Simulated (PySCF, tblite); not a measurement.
# C4H10B2O: geometry, infrared bands and NMR shifts

What infrared bands and NMR shifts should C4H10B2O (`CBOBC1CC1`) show?

Programs: tblite 0.8.0 and PySCF 2.14.0, with density-fitted response routines of our own. Each step states its level of theory. These are calculated values for one molecule in the gas phase, unless marked as measured. Atoms count from 0, in the outputs and in this text.

**1. The molecule as given**

17 atoms, charge 0, multiplicity 1; geometry from: force field or distance geometry start.

Bonds of the start (Å): C0–B1 1.61, B1–O2 1.46, O2–B3 1.48, B3–C4 1.60, C4–C5 1.52, C5–C6 1.50, C6–C4 1.50, C0–H7 1.11, C0–H8 1.11, C0–H9 1.11, B1–H10 1.17, B3–H11 1.18, C4–H12 1.11, C5–H13 1.09, C5–H14 1.12, C6–H15 1.11, C6–H16 1.12.

**2. Relaxing the molecule with GFN2-xTB**

Job settings and geometry (Å):

```
{"job": {"kind": "relax", "xc": "GFN2-xTB", "basis": "xTB"}, "charge": 0, "multiplicity": 1}
C      3.277700    -0.288700     0.280400
B      1.962800     0.269100    -0.468800
O      0.697200     0.039500     0.216600
B     -0.317100    -0.429100    -0.755900
C     -1.837200     0.013500    -0.550400
C     -2.026200     0.871500     0.685900
C     -2.614400    -0.505100     0.618700
H      3.787800     0.517800     0.855700
H      3.054300    -1.176200     0.908100
H      3.975900    -0.582700    -0.525400
H      2.037900     0.476300    -1.622500
H      0.045900    -0.509100    -1.875700
H     -2.398500     0.382400    -1.431600
H     -2.638600     1.767200     0.547400
H     -1.125500     0.932000     1.355500
H     -2.170900    -1.250400     1.310100
H     -3.718000    -0.516200     0.442100
```

The run is started by

```console
> OMP_NUM_THREADS=1 python probes_run.py task.json out
```

This one command runs all jobs of the session in turn.

**Question.** This job is followed by: GFN2-xTB harmonic vibrations, gas phase; GIAO PBE0/pcSseg-1 NMR shielding, non-relativistic, gas phase. What will the session give for the following? strongest single infrared mode (GFN2-xTB); zero-point energy (GFN2-xTB); 13C shifts against TMS (PBE0/pcSseg-1, means over atoms taken as alike); 1H shifts against TMS (PBE0/pcSseg-1, means over atoms taken as alike); 11B shifts against BF3·OEt2 (PBE0/pcSseg-1); 17O shifts against H2O (PBE0/pcSseg-1).

As calculated:

| quantity | value |
| --- | --- |
| strongest single infrared mode (GFN2-xTB) | 1604 cm⁻¹, 411 km/mol |
| zero-point energy (GFN2-xTB) | 86.2 kcal/mol |
| 13C shifts against TMS (PBE0/pcSseg-1, means over atoms taken as alike) | 10.8, 6.8, 4.8 ppm |
| 1H shifts against TMS (PBE0/pcSseg-1, means over atoms taken as alike) | 5.91, 5.50, 0.70, 0.48, 0.44, 0.41 ppm |
| 11B shifts against BF3·OEt2 (PBE0/pcSseg-1) | 42.3, 42.2 ppm |
| 17O shifts against H2O (PBE0/pcSseg-1) | 301.2 ppm |

**Reading.** Over 144 steps the energy fell by 1.902 eV; of the close pairs, O2–B3 changed most, 1.481 to 1.303 Å. No mode is imaginary among the 45: a minimum at this level. The strongest single mode, at 1604 cm⁻¹, moves mainly O2. Unscaled tight-binding wavenumbers are off by several per cent, some by more. Its intensities can rank the bands wrongly. At PBE0/pcSseg-1: The widest tensor belongs to O2: span 181 ppm, with a paramagnetic part of -356 ppm.
